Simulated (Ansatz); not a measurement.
# ZrClF3: single points with varied inputs

How do the results and run time of ZrClF3 respond when the settings are drawn wide?

The runs use Ansatz 0.2.0, Gaussian basis; the settings change from run to run.

## (1) The molecule

The structure was relaxed beforehand with PBE0-D4 in a triple-zeta def2 set. Zr takes a core potential in def2 sets; no spin-orbit term is included.

SMILES `[F][Zr]([F])([F])[Cl]`, 5 atoms, charge 0, spin multiplicity 1.

Atoms are counted from 1 here; the program's logs count them from 0.

Bond lengths: F1–Zr2 1.887 Å, Zr2–F3 1.887 Å, Zr2–F4 1.887 Å, Zr2–Cl5 2.339 Å. Angles: F1–Zr2–F3 109.0°, F1–Zr2–F4 109.0°, F1–Zr2–Cl5 109.9°, F3–Zr2–F4 109.0°, F3–Zr2–Cl5 109.9°, F4–Zr2–Cl5 109.9°.

## (2) B2PLYP/def2-TZVP

Options: multiplicity 3, atoms shaken by 0.15 Å, relativity set to none.

The input, in.yaml:

```yaml
crystal:
  periodic: [false, false, false]
  atoms:
    - {symbol: F, position_ang: [-0.496802, -0.401103, 1.856057]}
    - {symbol: Zr, position_ang: [0.008339, -0.203309, -0.136637]}
    - {symbol: F, position_ang: [2.012581, -0.671257, 0.076843]}
    - {symbol: F, position_ang: [-0.895363, -1.077776, -1.478879]}
    - {symbol: Cl, position_ang: [0.139916, 2.342380, -0.266553]}
basis:
  gaussian: {orbitals: def2-TZVP}
magnetization: {spin_polarized: true, initial_magnetization: 2}
hamiltonian: {xc: {name: B2PLYP}, pseudopotentials: {relativity: none}}
output: {forces: true}
```

Run with:

```sh
$ ansatz run in.yaml --threads 4 --pin off --events-out ev --progress --plain --max-ram 10444MiB
```

The log of the run (excerpt; [...] marks lines left out):

```text
Functional definition: B2PLYP
  name "B2PLYP"
  cite "Grimme, J. Chem. Phys. 124, 034108 (2006) doi:10.1063/1.2148954"
  cite "Becke, Phys. Rev. A 38, 3098 (1988) doi:10.1103/PhysRevA.38.3098"
  cite "Lee, Yang & Parr, Phys. Rev. B 37, 785 (1988) doi:10.1103/PhysRevB.37.785"
[...]
1191 factors; integrals over basis functions are off by at most 1.2e-3 eV
[...]
mean field -21939.80905281 eV, -806.2731113539 hartree, gradient 4.4e-6 eV, S^2 2.007491; 8 other end points of the search recorded, 0 dependent functions left out
8 core orbitals not correlated: weight in the atoms' cores, before any rotation towards them, 1.000 or more for the frozen orbitals, at most 0.000 for the correlated occupied ones
reference -21939.80924896 eV, -806.2731185624 hartree; 21, 19 occupied and 141, 143 virtual orbitals, 1191 factors
second order -39.27853357 eV of doubles, -0.00000000 eV of singles
[...]
Total energy: -21950.41445302 eV, -806.6628526234 hartree
Atom 0 at    -0.496802    -0.401103     1.856057 Å, force     0.247057     0.419241    -1.678176 eV/Å
Atom 1 at     0.008339    -0.203309    -0.136637 Å, force     2.515486    -1.318690     4.059192 eV/Å
Atom 2 at     2.012581    -0.671257     0.076843 Å, force    -1.533825     0.629879    -0.348507 eV/Å
Atom 3 at    -0.895363    -1.077776    -1.478879 Å, force    -1.309858    -0.902890    -1.961483 eV/Å
Atom 4 at     0.139916     2.342380    -0.266553 Å, force     0.081139     1.172460    -0.071026 eV/Å
Dipole moment:    -0.377969     0.983859    -0.575091 e Å
```

It took 30 s on 4 threads of Arm Neoverse V2, shared host; peak memory 0.96 GiB.

Largest force 4.954 eV/Å, dipole 5.77 D, ⟨S²⟩ 2.007.

## (3) r2SCANh/def2-SVP

Set apart from the defaults: D4 dispersion, high accuracy, the search for lower states set to off.

The input, in.yaml:

```yaml
crystal:
  periodic: [false, false, false]
  atoms:
    - {symbol: F, position_ang: [-0.671490, -0.512736, 1.712657]}
    - {symbol: Zr, position_ang: [0.016171, -0.095468, 0.005400]}
    - {symbol: F, position_ang: [1.826042, -0.624279, -0.074943]}
    - {symbol: F, position_ang: [-0.960867, -1.045196, -1.300420]}
    - {symbol: Cl, position_ang: [-0.159856, 2.204081, -0.384094]}
basis:
  gaussian: {orbitals: def2-SVP}
hamiltonian: {xc: {name: r2SCANh}, dispersion: d4}
accuracy: high
scf: {lower_state_search: off}
output: {forces: true}
```

Same command.

The log of the run (excerpt; [...] marks lines left out):

```text
Functional definition: r2SCANh
  name "r2SCANh"
  cite "Bursch, Neugebauer, Ehlert & Grimme, J. Chem. Phys. 156, 134105 (2022) doi:10.1063/5.0086040"
  cite "Furness, Kaplan, Ning, Perdew & Sun, J. Phys. Chem. Lett. 11, 8208 (2020) doi:10.1021/acs.jpclett.0c02405"
  cite "Furness, Kaplan, Ning, Perdew & Sun, J. Phys. Chem. Lett. 11, 9248 (2020) doi:10.1021/acs.jpclett.0c03077"
  parent r2scan
[...]
1850 factors; integrals over basis functions are off by at most 3.7e-9 eV
[...]
mean field -21948.22761369 eV, -806.5824877601 hartree, gradient 2.3e-8 eV, S^2 0.000000; 0 other end points of the search recorded, 0 dependent functions left out
[...]
reference -21948.22761514 eV, -806.5824878133 hartree; 28, 28 occupied and 63, 63 virtual orbitals, 1850 factors
Total energy: -21948.25586489 eV, -806.5835259724 hartree
Atom 0 at    -0.671490    -0.512736     1.712657 Å, force    -0.043292    -0.035013     0.110398 eV/Å
Atom 1 at     0.016171    -0.095468     0.005400 Å, force    -0.000472     0.006637    -0.001355 eV/Å
Atom 2 at     1.826042    -0.624279    -0.074943 Å, force     0.116053    -0.042114    -0.003715 eV/Å
Atom 3 at    -0.960867    -1.045196    -1.300420 Å, force    -0.061605    -0.068894    -0.081738 eV/Å
Atom 4 at    -0.159856     2.204081    -0.384094 Å, force    -0.010684     0.139383    -0.023590 eV/Å
Dipole moment:     0.003724    -0.048894     0.008293 e Å
Checks for a lower state left out: stability, starts, cluster_reference, orbital_swaps, neighbouring_geometries, increment
```

It took 3.7 s on 4 threads of Arm Neoverse V2, shared host.

Largest force 0.142 eV/Å, dipole 0.24 D.

## (4) r2SCAN0/def2-mTZVP

Set apart from the defaults: a point charge of 0.50 e beside it, D3(BJ) with three-body dispersion.

Edit in.yaml of step 3 so:

```diff
@@ -9,6 +9,3 @@
 basis:
-  gaussian: {orbitals: def2-SVP}
-hamiltonian: {xc: {name: r2SCANh}, dispersion: d4}
-accuracy: high
-scf: {lower_state_search: off}
-output: {forces: true}
+  gaussian: {orbitals: def2-mTZVP, point_charges: [{charge: 0.50, position_ang: [5.077, -0.393, 0.708]}]}
+hamiltonian: {xc: {name: r2SCAN0}, dispersion: d3bjatm}
```

Launched as before.

The log of the run (excerpt; [...] marks lines left out):

```text
Functional definition: r2SCAN0
  name "r2SCAN0"
  cite "Bursch, Neugebauer, Ehlert & Grimme, J. Chem. Phys. 156, 134105 (2022) doi:10.1063/5.0086040"
  cite "Furness, Kaplan, Ning, Perdew & Sun, J. Phys. Chem. Lett. 11, 8208 (2020) doi:10.1021/acs.jpclett.0c02405"
  cite "Furness, Kaplan, Ning, Perdew & Sun, J. Phys. Chem. Lett. 11, 9248 (2020) doi:10.1021/acs.jpclett.0c03077"
  parent r2scan
[...]
1042 factors; their error is unknown
[...]
mean field -21960.54364736 eV, -807.0350936495 hartree, gradient 3.7e-5 eV, S^2 0.000000; 0 other end points of the search recorded, 0 dependent functions left out
reference -21960.54366046 eV, -807.0350941308 hartree; 28, 28 occupied and 84, 84 virtual orbitals, 1042 factors
Total energy: -21960.57593732 eV, -807.0362802835 hartree
```

Wall time 1.8 s (4 threads of Arm Neoverse V2, shared host).

## (5) PBE0/ANO-RCC-VTZP

This run has unrestricted orbitals, coordinates scaled by 0.96, a point charge of 1.00 e beside it, D3(BJ) dispersion, high accuracy.

The input, in.yaml:

```yaml
crystal:
  periodic: [false, false, false]
  atoms:
    - {symbol: F, position_ang: [-0.644631, -0.492227, 1.644151]}
    - {symbol: Zr, position_ang: [0.015525, -0.091650, 0.005184]}
    - {symbol: F, position_ang: [1.753000, -0.599308, -0.071945]}
    - {symbol: F, position_ang: [-0.922432, -1.003389, -1.248403]}
    - {symbol: Cl, position_ang: [-0.153462, 2.115918, -0.368730]}
basis:
  gaussian: {orbitals: ANO-RCC-VTZP, point_charges: [{charge: 1.00, position_ang: [6.543, -0.072, 0.771]}]}
magnetization: {spin_polarized: true, initial_magnetization: 0}
hamiltonian: {xc: {name: PBE0}, dispersion: d3bj}
accuracy: high
```

Same command.

The log of the run:

```text
Functional definition: PBE0
  name "PBE0"
  cite "Adamo & Barone, J. Chem. Phys. 110, 6158 (1999) doi:10.1063/1.478522"
  cite "Perdew, Burke & Ernzerhof, Phys. Rev. Lett. 77, 3865 (1996) doi:10.1103/PhysRevLett.77.3865"
  parent pbe
  parameter a = 0.25
  parameter kappa = 0.804
  parameter beta = 0.06672455060314922
  exchange = (1 - a)*pbe_x(kappa = kappa, mu = beta*pi^2/3) + a*exact_x
  correlation = pbe_c(beta = beta)
3571 factors; integrals over basis functions are off by at most 4.6e-9 eV
mean field evaluation 1: about -118622.6368 eV, gradient 4.5e1 eV
mean field evaluation 2: about -118604.0810 eV, gradient 9.3e1 eV
mean field evaluation 4: about -118628.3157 eV, gradient 2.0e0 eV
mean field evaluation 8: about -118628.4385 eV, gradient 2.1e-1 eV
mean field evaluation 16: about -118628.4386 eV, gradient 7.0e-5 eV
mean field -118628.43862451 eV, -4359.5147102070 hartree, gradient 6.5e-8 eV, S^2 0.000000; 0 other end points of the search recorded, 0 dependent functions left out
reference -118628.43862896 eV, -4359.5147103704 hartree; 42, 42 occupied and 150, 150 virtual orbitals, 3571 factors
Total energy: -118628.52925335 eV, -4359.5180407556 hartree
Relativity: scalar
```

It took 79 s on 4 threads of Arm Neoverse V2, shared host; peak memory 1.7 GiB.

⟨S²⟩ 0.000.

## (6) r2SCAN0/def2-SVP

This run has multiplicity 3, D4 dispersion, relativity set to scalar.

The input, in.yaml:

```yaml
crystal:
  periodic: [false, false, false]
  atoms:
    - {symbol: F, position_ang: [-0.671490, -0.512736, 1.712657]}
    - {symbol: Zr, position_ang: [0.016171, -0.095468, 0.005400]}
    - {symbol: F, position_ang: [1.826042, -0.624279, -0.074943]}
    - {symbol: F, position_ang: [-0.960867, -1.045196, -1.300420]}
    - {symbol: Cl, position_ang: [-0.159856, 2.204081, -0.384094]}
basis:
  gaussian: {orbitals: def2-SVP}
magnetization: {spin_polarized: true, initial_magnetization: 2}
hamiltonian: {xc: {name: r2SCAN0}, dispersion: d4, pseudopotentials: {relativity: scalar}}
```

Launched as before.

The log of the run (excerpt; [...] marks lines left out):

```text
Functional definition: r2SCAN0
  name "r2SCAN0"
  cite "Bursch, Neugebauer, Ehlert & Grimme, J. Chem. Phys. 156, 134105 (2022) doi:10.1063/5.0086040"
  cite "Furness, Kaplan, Ning, Perdew & Sun, J. Phys. Chem. Lett. 11, 8208 (2020) doi:10.1021/acs.jpclett.0c02405"
  cite "Furness, Kaplan, Ning, Perdew & Sun, J. Phys. Chem. Lett. 11, 9248 (2020) doi:10.1021/acs.jpclett.0c03077"
  parent r2scan
[...]
866 factors; integrals over basis functions are off by at most 8.4e-4 eV
[...]
mean field -21980.26428253 eV, -807.7598136246 hartree, gradient 2.8e-6 eV, S^2 2.006014; 12 other end points of the search recorded, 0 dependent functions left out
reference -21980.26432507 eV, -807.7598151880 hartree; 29, 27 occupied and 62, 64 virtual orbitals, 866 factors
Total energy: -21980.29594871 eV, -807.7609773355 hartree
Relativity: scalar
```

It took 62 s on 4 threads of Arm Neoverse V2, shared host.

⟨S²⟩ 2.006.

## (7) wB97/def2-TZVPP

Set apart from the defaults: charge +1, multiplicity 2, a point charge of 1.00 e beside it, high accuracy, the search for lower states set to light.

Edit in.yaml of step 6 so:

```diff
@@ -9,4 +9,7 @@
 basis:
-  gaussian: {orbitals: def2-SVP}
-magnetization: {spin_polarized: true, initial_magnetization: 2}
-hamiltonian: {xc: {name: r2SCAN0}, dispersion: d4, pseudopotentials: {relativity: scalar}}
+  gaussian: {orbitals: def2-TZVPP, point_charges: [{charge: 1.00, position_ang: [6.098, -0.653, 0.889]}]}
+total_charge: 1
+magnetization: {spin_polarized: true, initial_magnetization: 1}
+hamiltonian: {xc: {name: wB97}}
+accuracy: high
+scf: {lower_state_search: light}
```

Launched as before.

The log of the run (excerpt; [...] marks lines left out):

```text
Functional definition: wB97
  name "wB97"
  cite "Chai & Head-Gordon, J. Chem. Phys. 128, 084106 (2008) doi:10.1063/1.2834918"
  cite "Becke, J. Chem. Phys. 107, 8554 (1997) doi:10.1063/1.475007"
[...]
  # The coefficients of nought are those of the uniform gas.
[...]
      + integral(e_c_pw_opposite_spin*poly(b97_u_opposite, 1, cos1, cos2, cos3, cos4))
3059 factors; integrals over basis functions are off by at most 9.3e-8 eV
656 factors; integrals over basis functions are off by at most 1.9e-9 eV
[...]
mean field -21951.33269590 eV, -806.6965974266 hartree, gradient 5.0e-8 eV, S^2 0.754118; 4 other end points of the search recorded, 0 dependent functions left out
reference -21951.33269373 eV, -806.6965973470 hartree; 28, 27 occupied and 163, 164 virtual orbitals, 3059 factors
Total energy: -21951.33269373 eV, -806.6965973470 hartree
```

It took 69 s on 4 threads of Arm Neoverse V2, shared host; peak memory 1.8 GiB.

⟨S²⟩ 0.754.

## (8) CCSD/STO-3G

Options: atoms shaken by 0.03 Å, a point charge of 0.50 e beside it, correlated electrons set to all, high accuracy.

The input, in.yaml:

```yaml
crystal:
  periodic: [false, false, false]
  atoms:
    - {symbol: F, position_ang: [-0.653997, -0.527972, 1.689582]}
    - {symbol: Zr, position_ang: [0.076671, -0.075522, 0.047796]}
    - {symbol: F, position_ang: [1.820684, -0.674148, -0.110283]}
    - {symbol: F, position_ang: [-0.936328, -1.062716, -1.330277]}
    - {symbol: Cl, position_ang: [-0.142835, 2.254425, -0.424121]}
basis:
  gaussian: {orbitals: STO-3G, point_charges: [{charge: 0.50, position_ang: [5.928, 0.060, 0.075]}]}
hamiltonian: {xc: {name: HF}}
correlation: {method: ccsd, electrons: all}
accuracy: high
```

Launched as before.

The log of the run (excerpt; [...] marks lines left out):

```text
Functional definition: HF
  name "HF"
  cite "Fock, Z. Phys. 61, 126 (1930) doi:10.1007/BF01340294"
  parent pbe
[...]
1022 factors; integrals over basis functions are off by at most 6.1e-9 eV
[...]
mean field -115711.90317227 eV, -4252.3340092359 hartree, gradient 1.3e-8 eV, S^2 0.000000; 0 other end points of the search recorded, 0 dependent functions left out
reference -115711.90317227 eV, -4252.3340092359 hartree; 42, 42 occupied and 9, 9 virtual orbitals, 1022 factors
second order -5.51124922 eV of doubles, -0.00000000 eV of singles
cycle   1  -4.77325988 eV  change    7.4e-1 eV  update   2.0e-1
[...]
cycle  20  -5.47564548 eV  change    3.4e-9 eV  update   9.1e-9
Total energy: -115717.37881774 eV, -4252.5352354956 hartree
```

It took 1.9 s on 4 threads of Arm Neoverse V2, shared host.

T1 0.015.

## (9) B97M-V/x2c-TZVPPall

Options: charge +1, multiplicity 2, restricted open-shell orbitals, high accuracy.

The input, in.yaml:

```yaml
crystal:
  periodic: [false, false, false]
  atoms:
    - {symbol: F, position_ang: [-0.671490, -0.512736, 1.712657]}
    - {symbol: Zr, position_ang: [0.016171, -0.095468, 0.005400]}
    - {symbol: F, position_ang: [1.826042, -0.624279, -0.074943]}
    - {symbol: F, position_ang: [-0.960867, -1.045196, -1.300420]}
    - {symbol: Cl, position_ang: [-0.159856, 2.204081, -0.384094]}
basis:
  gaussian: {orbitals: x2c-TZVPPall}
total_charge: 1
magnetization: {spin_polarized: false, initial_magnetization: 1}
hamiltonian: {xc: {name: B97M-V}}
accuracy: high
output: {forces: true}
```

Launched as before.

The log of the run (excerpt; [...] marks lines left out):

```text
Functional definition: B97M-V
  name "B97M-V"
  cite "Mardirossian & Head-Gordon, J. Chem. Phys. 142, 074111 (2015) doi:10.1063/1.4907719"
  cite "Becke, J. Chem. Phys. 107, 8554 (1997) doi:10.1063/1.475007"
  cite "Vydrov & Van Voorhis, J. Chem. Phys. 133, 244103 (2010) doi:10.1063/1.3521275"
  # Of w^i u^j: cxij and so on, Table III.
[...]
  gx(w, u) = cx00 + cx01*u + cx02*u^2 + (cx10 + cx11*u)*w
  gss(w, u) = css00 + css02*u^2 + css10*w + (css32*w^3 + css42*w^4)*u^2
  gos(w, u) = cos00 + cos01*u + cos03*u^3 + cos10*w + cos32*w^3*u^2
[...]
      + integral(e_c_pw_mod_opposite_spin*gos(b97_w_opposite, b97_u_opposite)) + vv10(b, c)
3357 factors; integrals over basis functions are off by at most 4.2e-8 eV
[...]
mean field -118611.94417812 eV, -4358.9085504827 hartree, gradient 1.5e-8 eV, S^2 0.750000; 20 other end points of the search recorded, 0 dependent functions left out
[...]
reference -118611.94419028 eV, -4358.9085509294 hartree; 42, 41 occupied and 172, 173 virtual orbitals, 3357 factors
Total energy: -118611.94419028 eV, -4358.9085509294 hartree
Relativity: scalar
Atom 0 at    -0.671490    -0.512736     1.712657 Å, force     0.293308     0.362628    -0.712043 eV/Å
Atom 1 at     0.016171    -0.095468     0.005400 Å, force     0.497141    -4.111764     0.951312 eV/Å
Atom 2 at     1.826042    -0.624279    -0.074943 Å, force    -0.745686     0.409038     0.031722 eV/Å
Atom 3 at    -0.960867    -1.045196    -1.300420 Å, force     0.202468     0.489212     0.252416 eV/Å
Atom 4 at    -0.159856     2.204081    -0.384094 Å, force    -0.247231     2.850886    -0.523407 eV/Å
Dipole moment:    -0.092268     0.964608    -0.189127 e Å
```

Wall time 8.2 min (4 threads of Arm Neoverse V2, shared host); peak memory 2.1 GiB.

Largest force 4.250 eV/Å.

## (10) The runs in one table

```tsv
level	charge	multiplicity	geometry	functions	energy (eV)	time
B2PLYP/def2-TZVP	0	3	shaken	170	-21950.414	30 s
r2SCANh/def2-SVP	0	1	relaxed	91	-21948.256	3.7 s
r2SCAN0/def2-mTZVP	0	1	relaxed, point charge	112	-21960.576	1.8 s
PBE0/ANO-RCC-VTZP	0	1	scaled, point charge	192	-118628.529	79 s
r2SCAN0/def2-SVP	0	3	relaxed	91	-21980.296	62 s
wB97/def2-TZVPP	1	2	relaxed, point charge	191	-21951.333	69 s
CCSD/STO-3G	0	1	shaken, point charge	51	-115717.379	1.9 s
B97M-V/x2c-TZVPPall	1	2	relaxed	214	-118611.944	8.2 min
```

## (11) Outcome

| quantity | value |
| --- | --- |
| runs | 8 |
| quickest | r2SCAN0/def2-mTZVP, 1.8 s |
| slowest | B97M-V/x2c-TZVPPall, 8.2 min |

In words: The runs differ in state or geometry as well as level, so their energies can't be set against each other. B97M-V/x2c-TZVPPall took 274 times as long as r2SCAN0/def2-mTZVP. The jobs differ in tasks and options as well as level. At the PBE0-D4/def2-TZVP geometry and in the same state, runs without warnings or point charges leave forces up to 0.14 eV/Å (r2SCANh/def2-SVP).
